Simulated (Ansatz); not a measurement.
# C2H5NOSe: the cost of one run

Method: RKS B3LYP/def2-SVP, in Ansatz 0.2.0.

1 further run of the same task is left out (it didn't finish).

### Step 1. The starting structure

Bond lengths: N1–C2 1.463 Å, C2–O3 1.403 Å, O3–C4 1.379 Å, N1–H6 1.017 Å, N1–H7 1.096 Å, C2–H8 1.068 Å, C2–H9 1.102 Å, C4–H10 1.049 Å. Angles: N1–C2–O3 107.7°, N1–C2–H8 111.4°, N1–C2–H9 108.4°, O3–C2–H8 108.9°, O3–C2–H9 111.1°, H8–C2–H9 109.3°, C2–N1–H6 109.9°, C2–N1–H7 104.6°, H6–N1–H7 102.4°, C2–O3–C4 124.3°, O3–C4–H10 122.3°.

Structure file:

```xyz
10

N     0.0084    0.7951    1.6408
C    -0.2566    0.3424    0.2746
O     0.4704   -0.8398    0.0674
C     0.5441   -1.5053   -1.1377
Se   -0.8873   -0.5526   -2.7609
H     0.9630    1.1392    1.7123
H    -0.5817    1.7125    1.7469
H    -1.2945    0.1407    0.1251
H     0.0643    1.1336   -0.4217
H     1.0531   -2.4169   -1.2439
```

### Step 2. Relaxing end A

input.yaml

```yaml
crystal:
  periodic: [false, false, false]
  atoms:
    - { symbol: "N", position_ang: [0.0084, 0.7951, 1.6408] }
    - { symbol: C, position_ang: [-0.2566, 0.3424, 0.2746] }
    - { symbol: O, position_ang: [0.4704, -0.8398, 0.0674] }
    - { symbol: C, position_ang: [0.5441, -1.5053, -1.1377] }
    - { symbol: Se, position_ang: [-0.8873, -0.5526, -2.7609] }
    - { symbol: H, position_ang: [0.963, 1.1392, 1.7123] }
    - { symbol: H, position_ang: [-0.5817, 1.7125, 1.7469] }
    - { symbol: H, position_ang: [-1.2945, 0.1407, 0.1251] }
    - { symbol: H, position_ang: [0.0643, 1.1336, -0.4217] }
    - { symbol: H, position_ang: [1.0531, -2.4169, -1.2439] }
basis:
  gaussian: { orbitals: def2-SVP }
hamiltonian:
  xc: b3lyp
relax:
  f_tol: 0.015
  max_steps: 40
output:
  orbitals: {}
```

Command:

```bash
ansatz run input.yaml --threads 2 --pin off --max-ram 3072MiB --backend cpu --events-out ev --progress --plain --runs-dir out
```

**Question.** How long does this run take on 2 threads of Intel Xeon 6975P-C (Granite Rapids), shared host, and how much memory does it need?

About 43 s, with a peak of 0.29 GiB.
